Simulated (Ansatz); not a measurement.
# C₃H₁₁AlS: one species, many methods

One table from this session's results is given with a row withheld; the runs are named, their logs left out.

The runs use Ansatz 0.2.0, Gaussian basis; functionals in def2-TZVPP, the program's frozen cores in correlated methods.

Levels to be run: LDA (SPW92), PBE-D4, revPBE-D4, BLYP-D4, r2SCAN-D4, B97M-V, PBE0-D4, B3LYP-D4, r2SCANh-D4, r2SCAN0-D4, HSE06-D4, BHLYP-D4, CAM-B3LYP-D4, LC-ωPBE, ωB97X-V, ωB97M-V, B2PLYP, PBE-QIDH; CCSD(T)/def2-SVP; CCSD(T)/def2-TZVPP; MP2/def2-QZVPP; extrapolation to the limit; RPA on PBE.

## The relaxed structure

All runs share one geometry, relaxed beforehand with PBE0-D4 in a triple-zeta def2 set.

SMILES `[CH3][Al-]([CH3])([CH3])[SH2+]`, 16 atoms, charge 0, spin multiplicity 1.

Atoms are counted from 1 here; the program's logs count them from 0.

Bond lengths: C1–Al2 1.974 Å, C1–H6 1.097 Å, C1–H7 1.095 Å, C1–H8 1.095 Å, Al2–C3 1.972 Å, Al2–C4 1.972 Å, Al2–S5 2.597 Å, C3–H9 1.095 Å, C3–H10 1.095 Å, C3–H11 1.096 Å, C4–H12 1.095 Å, C4–H13 1.096 Å, C4–H14 1.095 Å, S5–H15 1.344 Å, S5–H16 1.344 Å. Angles: Al2–C1–H6 110.2°, Al2–C1–H7 112.9°, Al2–C1–H8 112.9°, H6–C1–H7 106.3°, H6–C1–H8 106.3°, H7–C1–H8 107.7°, C1–Al2–C3 118.2°, C1–Al2–C4 118.2°, C1–Al2–S5 98.9°, C3–Al2–C4 118.9°, C3–Al2–S5 96.4°, C4–Al2–S5 96.4°, Al2–C3–H9 113.0°, Al2–C3–H10 112.8°, Al2–C3–H11 110.1°, H9–C3–H10 107.7°, H9–C3–H11 106.3°, H10–C3–H11 106.5° and more.

Geometry (Å):

```xyz
16
C3H11AlS
C    -0.48770    1.30062   -1.33470
Al    0.21321   -0.12817   -0.16668
C     1.92708    0.18190    0.75841
C    -0.35847   -1.98263   -0.51796
S    -1.30871    0.25898    1.90181
H     0.04415    1.30127   -2.29362
H    -0.35756    2.30161   -0.90960
H    -1.54969    1.17537   -1.57171
H     2.02114    1.19753    1.15729
H     2.09687   -0.51670    1.58397
H     2.76138    0.04722    0.05979
H    -0.16660   -2.65351    0.32558
H     0.19434   -2.39096   -1.37234
H    -1.42069   -2.06302   -0.77218
H    -1.16154    1.59316    1.96282
H    -2.47040    0.35472    1.23342
```

Set-up of the first run:

in.yaml reads:

```yaml
crystal:
  periodic: [false, false, false]
  atoms:
    - {symbol: C, position_ang: [-0.487703, 1.300617, -1.334698]}
    - {symbol: Al, position_ang: [0.213215, -0.128167, -0.166682]}
    - {symbol: C, position_ang: [1.927080, 0.181903, 0.758413]}
    - {symbol: C, position_ang: [-0.358473, -1.982629, -0.517960]}
    - {symbol: S, position_ang: [-1.308709, 0.258982, 1.901809]}
    - {symbol: H, position_ang: [0.044146, 1.301270, -2.293624]}
    - {symbol: H, position_ang: [-0.357560, 2.301615, -0.909604]}
    - {symbol: H, position_ang: [-1.549687, 1.175372, -1.571713]}
    - {symbol: H, position_ang: [2.021135, 1.197526, 1.157295]}
    - {symbol: H, position_ang: [2.096866, -0.516698, 1.583971]}
    - {symbol: H, position_ang: [2.761383, 0.047224, 0.059791]}
    - {symbol: H, position_ang: [-0.166603, -2.653510, 0.325583]}
    - {symbol: H, position_ang: [0.194342, -2.390957, -1.372337]}
    - {symbol: H, position_ang: [-1.420690, -2.063019, -0.772180]}
    - {symbol: H, position_ang: [-1.161540, 1.593158, 1.962818]}
    - {symbol: H, position_ang: [-2.470400, 0.354716, 1.233419]}
basis:
  gaussian: {orbitals: def2-TZVPP}
hamiltonian: {xc: lda}
output: {orbitals: {seedname: orbitals}}
```

Launch:

```
$ ansatz run in.yaml --threads 4 --pin off --events-out ev --progress --plain --max-ram 11315MiB
```

Steps of the session up to this table: LDA; PBE-D4 (GGA); revPBE-D4 (GGA); BLYP-D4 (GGA); r2SCAN-D4 (meta-GGA); B97M-V (meta-GGA); PBE0-D4 (hybrid); B3LYP-D4 (hybrid); r2SCANh-D4 (hybrid); r2SCAN0-D4 (hybrid); HSE06-D4 (hybrid); BHLYP-D4 (hybrid); CAM-B3LYP-D4 (range-separated); LC-ωPBE (range-separated); ωB97X-V (range-separated); ωB97M-V (range-separated); B2PLYP (double hybrid); PBE-QIDH (double hybrid).

One of the session's tables, all rows but one given; the rest of the session is left out.

It belongs to the step «Frontier levels by functional». 

```
  functional  HOMO (eV)  gap (eV)
 LDA (SPW92)      -5.94      4.41
      PBE-D4      -5.81      4.38
   revPBE-D4      -5.76      4.37
     BLYP-D4      -5.69      4.33
   r2SCAN-D4      -6.07      4.91
      B97M-V      -6.14      4.89
     PBE0-D4      -7.08      6.65
    B3LYP-D4      -6.87      6.15
  r2SCANh-D4      -6.54      5.75
  r2SCAN0-D4      -7.26      7.01
    HSE06-D4      -6.68      5.87
    BHLYP-D4      -8.28      8.84
CAM-B3LYP-D4      -8.47      9.16
     LC-ωPBE      -9.85     11.81
     ωB97X-V      -9.49     11.26
     ωB97M-V          ?         ?
```

Q: Estimate the row for ωB97M-V from the others.

The run gave: HOMO (eV): -9.34; gap (eV): 10.77. In the column «HOMO (eV)» it lies between ωB97X-V (-9.49) and CAM-B3LYP-D4 (-8.47).
